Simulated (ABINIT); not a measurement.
A calculation with ABINIT 10.8.3 (patched build) of CSe2 (ASE script, Cartesian positions):

The input run.py:

```python
import json, os
import numpy as np
from ase.units import GPa
from ase.calculators.abinit import Abinit, AbinitProfile
from ase.io import read

atoms = read('CSe2.xyz')

profile = AbinitProfile(command='abinit', pp_paths=[os.path.abspath('pseudos')])
params = dict(
    pps='pawxml', xc='PBE',
    chksymtnons=0,
    tolsym=1e-06,
    ecut=517.0163,
    pawecutdg=1034.0327,
    pawxcdev=0,
    pawovlp=30,
    kptopt=1,
    ngkpt=[6, 6, 3],
    nshiftk=1,
    shiftk=[0.0, 0.0, 0.0],
    ixc=11,
    nband=20,
    occopt=3,
    tsmear=0.05,
    nstep=100,
    tolvrs=1e-09,
    prtwf=0,
    prtden=0,
)

atoms.calc = Abinit(profile=profile, directory='run', **params)
energy = atoms.get_potential_energy()
forces = atoms.get_forces()
stress = atoms.get_stress()
print(f'energy {energy:.6f} eV')
print('forces (eV/A)')
print(np.round(forces, 5))
print('stress (GPa, Voigt, tension positive)', np.round(stress / GPa, 4))
json.dump(dict(energy=energy, forces=forces.tolist(), stress=stress.tolist(), cell=atoms.cell.tolist(), frac=atoms.get_scaled_positions(wrap=False).tolist()), open('results.json', 'w'))
```

CSe2.xyz

```xyz
6
Lattice="3.5697670000 -2.9947800000 0.0000000000 3.5697670000 2.9947800000 0.0000000000 0.0000000000 0.0000000000 9.4626520000" Properties=species:S:1:pos:R:3 pbc="T T T"
Se     3.5697670000      1.7224656857      8.3213142290
Se     3.5697670000     -1.7224656857      1.1413377710
Se     3.5697670000      1.2723143143      3.5899882290
Se     3.5697670000     -1.2723143143      5.8726637710
C      0.0000000000      0.0000000000      0.0000000000
C      3.5697670000      0.0000000000      4.7313260000
```

Potentials or basis: JTH PAW PBE v2.0.

Launch:

```sh
$ python run.py
```

The cell comes from a database or a generator and needn't be the stable form of this composition.

Question: Write the same calculation in another form: native input, structure from a POSCAR.

Answer: As run:

Contents of run.abi:

```
pp_dirpath "./"
pseudos "Se.GGA_PBE-JTH.xml, C.GGA_PBE-JTH.xml"

structure "poscar:POSCAR"
natom 6
chkprim 0
chksymtnons 0
tolsym 1.0e-6

ecut 19.0
pawecutdg 38.0
pawxcdev 0
pawovlp 30

kptopt 1
ngkpt 6 6 3
nshiftk 1
shiftk 0.0 0.0 0.0

ixc 11

nband 20
occopt 3
tsmear 0.05 eV

nstep 100
tolvrs 1.0e-9

iomode 3
prtwf 0
prtden 0
prteig 0
prtebands 0
prtvol 2
```

Contents of POSCAR:

```
CSe2
1.0
    3.5697670000     -2.9947800000      0.0000000000
    3.5697670000      2.9947800000      0.0000000000
    0.0000000000      0.0000000000      9.4626520000
Se C
4 2
Direct
    0.2124220000      0.7875780000      0.8793850000  Se
    0.7875780000      0.2124220000      0.1206150000  Se
    0.2875780000      0.7124220000      0.3793850000  Se
    0.7124220000      0.2875780000      0.6206150000  Se
    0.0000000000      0.0000000000      0.0000000000  C
    0.5000000000      0.5000000000      0.5000000000  C
```

Potentials or basis: JTH PAW PBE v2.0.

Command:

```sh
$ abinit run.abi > log 2>&1
```

Both were run:

|  | ASE script, Cartesian positions | native input, structure from a POSCAR |
| --- | --- | --- |
| Pressure | 0.3 GPa | 0.3 GPa |
| Largest force | 0.030 eV/Å | 0.030 eV/Å |
| Band gap on the k mesh | 2.35 eV, indirect (least direct gap 2.46 eV) | 2.35 eV, indirect (least direct gap 2.46 eV) |

Keys that steer only the numerical path or the files written may differ.

Caveat: an odd mesh through Γ misses points on the zone boundary, where band edges often lie; the atomic spheres overlap.
